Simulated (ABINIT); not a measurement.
Crystal: AgB.

```
Ag B
1.0
     3.00598    0.00000    0.00000
     0.00000    3.00598    0.00000
     0.00000    0.00000    3.00598
Ag B
1 1
Direct
  0.00000 0.00000 0.00000
  0.50000 0.50000 0.50000
```

The cell was built by a generator and needn't be a form met in nature.

```yaml
Program: ABINIT 10.8.3 (patched build)
Task: relaxation of cell and atoms
Functional: PBEsol
Potentials_or_basis: PseudoDojo NC SR PBEsol v0.4.1 standard
Cutoff: 1116 eV
k_mesh: 7 × 7 × 7
Occupations: fermi-dirac, width 0.05 eV
Spin: no spin polarisation
```

At the start: pressure -15.2 GPa; volume 13.58 Å³/atom.

Problem. Where does the relaxation end?

Solution. Over 6 steps the energy falls by 104.1 meV/atom and the volume is 11.68 Å³/atom (-14.0 %); space group Pm-3m (No. 221, to 0.05 Å).

The path:
| step | energy change (eV) | largest force (eV/Å) | pressure (GPa) | volume (Å³) |
| --- | --- | --- | --- | --- |
| 1 | 0.0000 | 0.0000 | -15.22 | 27.16 |
| 2 | -0.1039 | 0.0000 | -11.43 | 25.92 |
| 3 | -0.2044 | 0.0000 | 3.01 | 22.94 |
| 4 | -0.2078 | 0.0000 | -0.83 | 23.48 |
| 5 | -0.2082 | 0.0000 | -0.04 | 23.36 |
| 6 | -0.2082 | 0.0000 | 0.00 | 23.35 |

Final structure:
```cif
data_structure
_symmetry_space_group_name_H-M 'P 1'
_symmetry_Int_Tables_number 1
_cell_length_a 2.8583
_cell_length_b 2.8583
_cell_length_c 2.8583
_cell_angle_alpha 90.000
_cell_angle_beta 90.000
_cell_angle_gamma 90.000
_cell_volume 23.35
loop_
_atom_site_label
_atom_site_type_symbol
_atom_site_fract_x
_atom_site_fract_y
_atom_site_fract_z
_atom_site_occupancy
Ag1 Ag 0.00000 0.00000 0.00000 1
B1 B 0.50000 0.50000 0.50000 1
```
